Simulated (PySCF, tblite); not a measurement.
# C4H3BClF3: geometry, infrared bands and NMR shifts

What infrared bands and NMR shifts should C4H3BClF3 (`FC(F)(F)C1=C[C@@H]1BCl`) show?

Programs: tblite 0.8.0 and PySCF 2.14.0, with density-fitted response routines of our own. Each step states its level of theory. These are calculated values for one molecule in the gas phase, unless marked as measured. Atoms are numbered from 0 throughout.

## Step 1: The starting structure

12 atoms, charge 0, multiplicity 1; geometry from: force field or distance geometry start.

Bonds of the start (Å): F0–C1 1.38, C1–F2 1.39, C1–F3 1.39, C1–C4 1.48, C4–C5 1.33, C5–C6 1.48, C6–B7 1.59, B7–Cl8 1.87, C6–C4 1.50, C5–H9 1.11, C6–H10 1.09, B7–H11 1.20.

## Step 2: Relaxing the molecule with GFN2-xTB

What the job is given:

```
{"job": {"kind": "relax", "xc": "GFN2-xTB", "basis": "xTB"}, "charge": 0, "multiplicity": 1}
F      2.216100     0.025500    -1.319000
C      1.722700     0.073500    -0.028600
F      2.539200     0.800000     0.828400
F      1.703300    -1.230000     0.443500
C      0.311900     0.531300    -0.006500
C     -0.608200     1.412200     0.371200
C     -1.094900     0.303100    -0.474300
B     -1.691300    -1.007800     0.210600
Cl    -1.485300    -2.559500    -0.813200
H     -0.883400     2.328000     0.927400
H     -1.290000     0.469200    -1.538300
H     -1.438900    -1.146100     1.372800
```

The run is started by

```
OMP_NUM_THREADS=1 python probes_run.py task.json out
```

One launch serves the whole session: the jobs run in the order shown.

**Question.** This job is followed by: GFN2-xTB harmonic vibrations, gas phase; GIAO PBE0/pcSseg-1 NMR shielding, non-relativistic, gas phase. What will the session give for the following? strongest single infrared mode (GFN2-xTB); zero-point energy (GFN2-xTB); 13C shifts against TMS (PBE0/pcSseg-1); 1H shifts against TMS (PBE0/pcSseg-1); 19F shifts against CFCl3 (PBE0/pcSseg-1, means over atoms taken as alike); 11B shifts against BF3·OEt2 (PBE0/pcSseg-1); 35Cl shifts against HCl (PBE0/pcSseg-1).

As calculated:

| quantity | value |
| --- | --- |
| strongest single infrared mode (GFN2-xTB) | 1126 cm⁻¹, 425 km/mol |
| zero-point energy (GFN2-xTB) | 39.5 kcal/mol |
| 13C shifts against TMS (PBE0/pcSseg-1) | 131.1, 123.9, 120.2, 30.8 ppm |
| 1H shifts against TMS (PBE0/pcSseg-1) | 7.57, 6.29, 1.90 ppm |
| 19F shifts against CFCl3 (PBE0/pcSseg-1, means over atoms taken as alike) | -75.8 ppm |
| 11B shifts against BF3·OEt2 (PBE0/pcSseg-1) | 70.5 ppm |
| 35Cl shifts against HCl (PBE0/pcSseg-1) | 303 ppm |

**Reading.** The optimisation took 69 steps and gained 0.947 eV; among the close pairs (by a distance rule), B7–Cl8 changed most, from 1.870 to 1.687 Å. No mode is imaginary among the 30: a minimum at this level. The strongest single mode, at 1126 cm⁻¹, is carried by C1, C6, H10. GFN2-xTB is a fitted tight-binding method: band positions and strengths are rough. Its intensities can rank the bands wrongly. H9 (hydrogen on an alkene CH) lies farthest downfield among hydrogen, at 7.57 ppm; olefinic region. At PBE0/pcSseg-1: The widest tensor belongs to Cl8: span 748 ppm, with a paramagnetic part of -501 ppm.
